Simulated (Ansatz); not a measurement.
# H3PtPb: the cost of one run

Computed with Ansatz 0.2.0 (DFT PBE, scalar-relativistic, plane waves, PAW, unless a step's input says otherwise).

3 further runs of the same task are left out: 2 that didn't finish, 1 set aside as unsound or not needed. Runs told in other sessions of the task aren't counted.

## (1) The system as given

The structure is trigonal, space group R-3m (No. 166). Conventional cell: a = 5.312 Å, b = 5.312 Å, c = 7.818 Å, α = 90.00°, β = 90.00°, γ = 120.00°. Around H (site symmetry 2/m) lie 2 Pb at 2.01 Å and 2 Pt at 2.66 Å. Pt (site symmetry -3m) has 12 H at 2.66 to 3.02 Å in its first shell of neighbours. Around Pb (site symmetry -3m) lie 6 H at 2.01 Å.

As a file:

```cif
data_structure
_symmetry_space_group_name_H-M 'R-3m:H'
_symmetry_Int_Tables_number 166
_cell_length_a 5.3121
_cell_length_b 5.3121
_cell_length_c 7.8184
_cell_angle_alpha 90.000
_cell_angle_beta 90.000
_cell_angle_gamma 120.000
_cell_volume 191.06
loop_
_atom_site_label
_atom_site_type_symbol
_atom_site_symmetry_multiplicity
_atom_site_Wyckoff_symbol
_atom_site_fract_x
_atom_site_fract_y
_atom_site_fract_z
_atom_site_occupancy
H1 H 9 e 0.16667 0.33333 0.33333 1
Pt1 Pt 3 a 0.00000 0.00000 0.00000 1
Pb1 Pb 3 b 0.33333 0.66667 0.16667 1
```

The cell is invented: random cell by space group and Wyckoff sites (R-3m, No. 166). Lengths come from tabulated atomic sizes and are only a guess.

## (2) Probe: one point on a coarse mesh

input.yaml

```yaml
crystal:
  lattice:
    - [2.65603972, 1.53346524, 2.60612802]
    - [-2.65603972, 1.53346524, 2.60612802]
    - [0.0, -3.06693049, 2.60612802]
  atoms:
    - { symbol: H, position: [0.5, 0.5, 0.0] }
    - { symbol: H, position: [0.0, 0.5, 0.5] }
    - { symbol: H, position: [0.5, 0.0, 0.5] }
    - { symbol: Pt, position: [0.0, 0.0, 0.0] }
    - { symbol: Pb, position: [0.5, 0.5, 0.5] }
basis:
  ecutwfc: 420
kpoints:
  mp_grid: { grid: [6, 6, 6] }
hamiltonian:
  xc: pbe
scf:
  occupations: { method: gaussian, width: 0.1 }
  lower_state_search: "off"
output:
  forces: true
  stress: true
  eigenvalues: true
```

The run is started by

```console
> ansatz run input.yaml --threads 1 --pin off --max-ram 2560MiB --backend cpu --events-out ev --progress --plain --runs-dir out
```

**Question.** How long does this run take on 1 thread of Intel Xeon at 2.50GHz (Skylake/Cascade Lake), shared host, and how much memory does it need?

About 6.8 s, with a peak of 0.37 GiB.
